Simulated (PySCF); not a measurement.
# Sb+: interval between two levels with spin-orbit coupling

Aim: the interval between two levels of antimony from differences of total energies, at each level of theory, and how far each lands from the tabulated value where there is one.

Method: two-component X2C-1e, generalised determinants. Code: PySCF 2.14.0.

### 1 What is computed

* Element: antimony (Z = 51)
* Basis: x2c-TZVPall-2c with one added diffuse shell each of s, p, d, f type (9s10p6d3f, 90 functions)
* Hamiltonian: two-component X2C-1e, Gaussian nucleus, no Breit or QED terms; spin-orbit coupling, run by run: off; screened by Boettger's factors
* Core shells frozen in the correlated runs: [Ar] 3d10 (for Sb+)
* State 1: Sb+ 4d10 5s1 5p2 5d1 5F5: [Kr] 4d10 5s1 5p2 5d1; 5s1/2 filled at m_j = +1/2; 5p3/2 filled at m_j = +1/2, +3/2; 5d5/2 filled at m_j = +5/2
* Needed too, but not shown: Sb+ [Kr] 4d10 5s2 5p2 (3P)
* Methods: GHF, GMP2

The outer shells:

Sb+ [Kr] 4d10 5s1 5p2 5d1
```
[Kr] core
4d [↑↓][↑↓][↑↓][↑↓][↑↓]
5s [↑ ]
5p [↑ ][↑ ][  ]
5d [↑ ][  ][  ][  ][  ]
```

All steps ran in one process of a driver on top of PySCF, which takes the settings above as its task.

It was started by

```bash
OMP_NUM_THREADS=1 python sorun2.py TASK.json OUT
```

The integrals over 90 functions and the set-up took 2.5 s of CPU time.

### 2 Sb+ 4d10 5s1 5p2 5d1 5F5

Level: GHF (spin-free).

Standard output:

```text
cycle= 1 E= -6476.2902561023  delta_E= -6.48e+03  |FDS-SDF|= 0.0149
cycle= 2 E= -6476.3255518192  delta_E= -0.0353  |FDS-SDF|= 0.00568
cycle= 3 E= -6476.3297166241  delta_E= -0.00416  |FDS-SDF|= 0.00229
cycle= 4 E= -6476.3304865515  delta_E= -0.00077  |FDS-SDF|= 0.000659
cycle= 5 E= -6476.3306270984  delta_E= -0.000141  |FDS-SDF|= 0.000213
cycle= 6 E= -6476.3306429081  delta_E= -1.58e-05  |FDS-SDF|= 4.04e-05
cycle= 7 E= -6476.3306433202  delta_E= -4.12e-07  |FDS-SDF|= 5.89e-06
cycle= 8 E= -6476.3306433238  delta_E= -3.6e-09  |FDS-SDF|= 9.16e-07
```

Time after the integrals: 2.6 s (1 thread of Neoverse-V2, shared host).

Occupied spinors (without spin-orbit coupling the j labels only name the start):

| spinor shell | electrons | mean energy (eV) | weight of the nominal j | rms radius (bohr) |
| --- | --- | --- | --- | --- |
| 1s1/2 | 2 | -30657.1 | 1.000 | 0.0325 |
| 2s1/2 | 2 | -4771.1 | 1.000 | 0.133 |
| 2p3/2 | 4 | -4277.5 | 0.833 | 0.118 |
| 2p1/2 | 2 | -4277.5 | 0.667 | 0.118 |
| 3s1/2 | 2 | -986.36 | 1.000 | 0.352 |
| 3p3/2 | 4 | -821.60 | 0.833 | 0.352 |
| 3p1/2 | 2 | -821.55 | 0.667 | 0.353 |
| 3d5/2 | 6 | -570.69 | 0.800 | 0.331 |
| 3d3/2 | 4 | -570.68 | 0.700 | 0.331 |
| 4s1/2 | 2 | -188.98 | 1.000 | 0.844 |
| 4p3/2 | 4 | -136.26 | 0.833 | 0.911 |
| 4p1/2 | 2 | -136.13 | 0.667 | 0.913 |
| 4d5/2 | 6 | -56.856 | 0.800 | 1.10 |
| 4d3/2 | 4 | -56.781 | 0.700 | 1.10 |
| 5s1/2 | 1 | -30.583 | 0.999 | 2.29 |
| 5p3/2 | 2 | -19.919 | 0.833 | 2.74 |
| 5d5/2 | 1 | -7.763 | 1.000 | 4.53 |

M_J = 5, ⟨J²⟩ = 30.012, ⟨L²⟩ = 12.010, ⟨S²⟩ = 6.002.

Level: GMP2 (spin-free).

This step left no log, only its results.

It took 1.6 s on 1 thread of Neoverse-V2, shared host, the integrals not counted.

With 22 electrons correlated and 6 very high virtual spinors dropped, the MP2 correlation energy is -0.34387 hartree. Largest pairs: 4d3/2-4d5/2 -0.0770, 4d5/2-4d5/2 -0.0558, 4d3/2-4d3/2 -0.0248, 4d5/2-4p3/2 -0.0227, 4d5/2-5p3/2 -0.0203.

Level: GHF (screened spin-orbit).

Standard output:

```text
cycle= 1 E= -6477.9383583238  delta_E= -6.48e+03  |FDS-SDF|= 0.0243
cycle= 2 E= -6477.9773211449  delta_E= -0.039  |FDS-SDF|= 0.00569
cycle= 3 E= -6477.9819292737  delta_E= -0.00461  |FDS-SDF|= 0.00246
cycle= 4 E= -6477.9827674516  delta_E= -0.000838  |FDS-SDF|= 0.00124
cycle= 5 E= -6477.9830662711  delta_E= -0.000299  |FDS-SDF|= 0.000576
cycle= 6 E= -6477.9831210305  delta_E= -5.48e-05  |FDS-SDF|= 0.000242
cycle= 7 E= -6477.9831309006  delta_E= -9.87e-06  |FDS-SDF|= 8.85e-05
cycle= 8 E= -6477.9831327950  delta_E= -1.89e-06  |FDS-SDF|= 1.33e-05
cycle= 9 E= -6477.9831328383  delta_E= -4.33e-08  |FDS-SDF|= 1.81e-06
cycle= 10 E= -6477.9831328386  delta_E= -3.38e-10  |FDS-SDF|= 2.89e-07
```

Time after the integrals: 3.1 s (1 thread of Neoverse-V2, shared host).

The outer occupied spinors:

| spinor shell | electrons | mean energy (eV) | weight of the nominal j | rms radius (bohr) |
| --- | --- | --- | --- | --- |
| 4s1/2 | 2 | -189.02 | 1.000 | 0.844 |
| 4p1/2 | 2 | -142.44 | 0.999 | 0.893 |
| 4p3/2 | 4 | -133.49 | 1.000 | 0.921 |
| 4d3/2 | 4 | -57.702 | 0.968 | 1.10 |
| 4d5/2 | 6 | -56.348 | 0.978 | 1.11 |
| 5s1/2 | 1 | -30.585 | 0.999 | 2.29 |
| 5p3/2 | 2 | -19.841 | 0.787 | 2.75 |
| 5d5/2 | 1 | -7.757 | 1.000 | 4.54 |

M_J = 5, ⟨J²⟩ = 30.012, ⟨L²⟩ = 12.109, ⟨S²⟩ = 5.982. Rows whose weight is well below 1 mix j = l ± 1/2: exchange competes with spin-orbit coupling there.

Level: GMP2 (screened spin-orbit).

The driver printed no log here.

Time after the integrals: 1.6 s (1 thread of Neoverse-V2, shared host).

With 22 electrons correlated and 6 very high virtual spinors dropped, the MP2 correlation energy is -0.34446 hartree. Largest pairs: 4d3/2-4d5/2 -0.0790, 4d5/2-4d5/2 -0.0553, 4d3/2-4d3/2 -0.0235, 4d5/2-4p3/2 -0.0230, 4d5/2-5p3/2 -0.0203.

### 3 Differences of total energies

Interval between two levels: Sb+ [Kr] 4d10 5s2 5p2 [5p3/2^2, M_J = 2] → Sb+ [Kr] 4d10 5s1 5p2 5d1 [5s1/2^1 5p3/2^2 5d5/2^1, M_J = 5].

| method | value (eV) |
| --- | --- |
| GHF (spin-free) | 13.958 |
| GMP2 (spin-free) | 15.912 |
| GHF (screened spin-orbit) | 14.100 |
| GMP2 (screened spin-orbit) | 16.037 |

The differences also use runs on Sb+ [Kr] 4d10 5s2 5p2 (3P), which are not shown here.

### 4 Outcome

| quantity | value |
| --- | --- |
| interval between two levels, Sb+ → 4d10 5s1 5p2 5d1 5F5 | GHF (spin-free) 13.958, GMP2 (screened spin-orbit) 16.037 eV |

The methods span 2.079 eV, from GHF (spin-free) (13.958) to GMP2 (screened spin-orbit) (16.037). No reference value is at hand in this session. Spin-orbit coupling moves the difference by +0.124 eV at GMP2. All values hold for this basis alone; no basis-set limit was taken.
